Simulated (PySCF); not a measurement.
# One shape, several levels: CH4ClFSSi (SMILES C[Si](F)(S)Cl)

Aim: a comparison of 6 runs (HF/3-21G, B3LYP/6-31G*, PBE0/def2-SVP, BLYP/6-311G**, B3LYP/6-311+G**, CCSD/6-31G*) of CH4ClFSSi. 

The results are computed with PySCF 2.14.0.

## 1. The molecule

The species is CH4ClFSSi (9 atoms), meant as a singlet with charge 0. SMILES: `C[Si](F)(S)Cl`. Geometry: relaxed at PBE0-D4/def2-TZVP. This is one conformer, not always the lowest.

Bond lengths: C1–Si2 1.843 Å, Si2–F3 1.593 Å, Si2–S4 2.117 Å, Si2–Cl5 2.040 Å, C1–H6 1.092 Å, C1–H7 1.093 Å, C1–H8 1.091 Å, S4–H9 1.346 Å. Some angles: C1–Si2–F3 107.8°, C1–Si2–S4 114.8°, C1–Si2–Cl5 111.2°, F3–Si2–S4 110.1°, F3–Si2–Cl5 107.5°, S4–Si2–Cl5 105.2°, Si2–C1–H6 110.0°, Si2–C1–H7 110.4°, Si2–C1–H8 110.5°, Si2–S4–H9 93.1°.

## 2. Energy and gradient at HF/3-21G (run 1)

The input, run.py:

```python
# C[Si](F)(S)Cl
import pyscf.grad
from pyscf import gto, scf

mol = gto.Mole()
mol.atom = '''
C     -0.227900    -0.923200    -0.725200
Si     0.536100     0.480500     0.193200
F      1.580000    -0.127500     1.231300
S     -0.839100     1.736900     1.198400
Cl     1.567100     1.712200    -1.065100
H      0.548600    -1.515600    -1.214500
H     -0.777400    -1.572700    -0.039500
H     -0.919500    -0.552100    -1.483000
H     -1.379300     0.715100     1.887400
'''
mol.charge = 0
mol.max_memory = 1860
mol.verbose = 4
mol.basis = '3-21g'
mol.build()

mf = scf.RHF(mol)
mf.conv_tol = 1e-10
mf.kernel()
if not mf.converged:
    mf = mf.newton().run(mf.mo_coeff, mf.mo_occ)

etot = mf.e_tot
print('E(%s) = %.9f' % ('HF', etot))
grad = mf.Gradients().kernel()
dip = mf.dip_moment()
pop, q = mf.mulliken_pop()
```

Command:

```
$ OMP_NUM_THREADS=1 python run.py
```

What it wrote:

```text
PySCF version 2.14.0

[... 63 lines left out ...]
converged SCF energy = -1279.28081353783
[... 12 lines left out ...]
Dipole moment(X, Y, Z, Debye): -2.32507, -3.36824, -0.21840
[... 75 lines left out ...]
charge of    8H =      0.08753
```

Wall time 5.1 s (1 thread of Intel Xeon at 2.70GHz, shared host); peak memory 0.13 GiB.

## 3. Energy and gradient at B3LYP/6-31G(d) (spherical functions) (run 2)

The input, input.xyz:

```xyz
9
CH4ClFSSi
C     -0.227900    -0.923200    -0.725200
Si     0.536100     0.480500     0.193200
F      1.580000    -0.127500     1.231300
S     -0.839100     1.736900     1.198400
Cl     1.567100     1.712200    -1.065100
H      0.548600    -1.515600    -1.214500
H     -0.777400    -1.572700    -0.039500
H     -0.919500    -0.552100    -1.483000
H     -1.379300     0.715100     1.887400
```

The input, job.py:

```python
# C[Si](F)(S)Cl
from pyscf import gto, dft

mol = gto.Mole()
mol.atom = 'input.xyz'
mol.basis = '6-31g*'
mol.max_memory = 1860
mol.verbose = 4
mol.build()

mf = dft.RKS(mol, xc='b3lyp')
mf.grids.level = 5
mf.conv_tol = 1e-10
mf.kernel()
if not mf.converged:
    mf = mf.newton().run(mf.mo_coeff, mf.mo_occ)

e_tot = mf.e_tot
print('E(%s) = %.9f' % ('B3LYP', e_tot))
grad = mf.nuc_grad_method().kernel()
mf.analyze()
```

Command:

```
$ OMP_NUM_THREADS=1 python job.py
```

What it wrote:

```text
PySCF version 2.14.0

[... 104 lines left out ...]
MO #5   energy= -10.1882137630698  occ= 2
[... 16 lines left out ...]
MO #22  energy= -0.549183159643568 occ= 2
[... 16 lines left out ...]
MO #39  energy= 0.126632723594409  occ= 0
[... 16 lines left out ...]
MO #56  energy= 0.632665011074482  occ= 0
[... 16 lines left out ...]
MO #73  energy= 1.10648330940496   occ= 0
[... 16 lines left out ...]
MO #90  energy= 2.84705939936102   occ= 0
[... 102 lines left out ...]
Dipole moment(X, Y, Z, Debye): -1.74700, -2.28943, -0.26624
```

Run time: 49 s. Hardware: 1 thread of Intel Xeon at 2.70GHz, shared host; peak memory 0.89 GiB.

Runs 3 to 5 aren't shown in full; the table further down has their settings and results.

## 4. The energy at CCSD/6-31G(d) (spherical functions) (run 6)

The input, run.py:

```python
from pyscf import gto, scf, cc

mol = gto.M(
    atom='''
C     -0.430669    -1.744595    -1.370429
Si     1.013082     0.908013     0.365095
F      2.985767    -0.240940     2.326820
S     -1.585669     3.282265     2.264648
Cl     2.961390     3.235589    -2.012747
H      1.036704    -2.864069    -2.295072
H     -1.469073    -2.971972    -0.074644
H     -1.737603    -1.043318    -2.802464
H     -2.606499     1.351343     3.566669
''',
    max_memory=1860,
    unit='bohr',
    basis='6-31g*',
    spin=0,
    verbose=4,
)

mf = scf.RHF(mol)
mf.conv_tol = 1e-10
mf.kernel()
if not mf.converged:
    mf = mf.newton().run(mf.mo_coeff, mf.mo_occ)

mycc = cc.CCSD(mf, frozen=17)
mycc.kernel()
etot = mycc.e_tot
print('E = %.10f Eh' % etot)
dip = mf.dip_moment()
pop, q = mf.mulliken_pop()
```

Command:

```
$ OMP_NUM_THREADS=1 python run.py
```

What it wrote:

```text
PySCF version 2.14.0

[... 65 lines left out ...]
converged SCF energy = -1285.70481751725
[... 12 lines left out ...]
Init t2, MP2 energy = -1286.33048957446  E_corr(MP2) -0.625672057206729
[... 11 lines left out ...]
CCSD converged
[... 2 lines left out ...]
Dipole moment(X, Y, Z, Debye): -1.87105, -2.38277, -0.28962
[... 100 lines left out ...]
charge of    8H =      0.10570
```

It took 16 s on 1 thread of Intel Xeon at 2.70GHz, shared host; peak memory 0.41 GiB.

## 5. The series

```csv
run,level,integration grid,task,energy (Eh),dipole moment (D) of the reference,HOMO energy (eV),LUMO energy (eV),wall time
1,HF/3-21G,–,gradient,-1279.280814,4.10,-11.36,4.16,5.1 s
2,B3LYP/6-31G* (spherical functions),5,gradient,-1288.383606,2.89,-7.62,0.38,49 s
3,PBE0/def2-SVP,5,gradient,-1287.377530,2.66,-7.85,0.59,45 s
4,BLYP/6-311G**,5,gradient,-1288.422922,2.82,-6.61,-0.67,71 s
5,B3LYP/6-311+G**,5,gradient,-1288.524276,2.76,-7.79,-0.69,98 s
6,CCSD/6-31G* (spherical functions),–,energy,-1286.379444,3.04,-10.92,4.24,16 s
```

## 6. Results

| quantity | value |
| --- | --- |
| run 6: total energy | -1286.37944 Eh |
| run 6: dipole moment (Hartree–Fock density) | 3.04 D |
| run 6: HOMO energy (Hartree–Fock orbitals) | -10.92 eV |
| run 6: LUMO energy (Hartree–Fock orbitals) | 4.24 eV |
| run 6: HOMO–LUMO gap (Hartree–Fock orbitals) | 15.16 eV |
| run 6: correlation energy (17 core orbitals frozen) | -674.6 mEh |
| run 6: T1 diagnostic | 0.011 |

What this shows: Over runs 1, 2, 3, 4, 5 the dipole moment (its size) runs from 2.66 D (PBE0/def2-SVP) to 4.10 D (HF/3-21G). The two ends differ in method and basis. Over runs 1, 2, 3, 4, 5 the HOMO–LUMO gap runs from 5.95 eV (BLYP/6-311G**) to 15.52 eV (HF/3-21G). Totals of different functionals can't be ranked against each other. All runs together took 4.8 min, the longest 98 s.
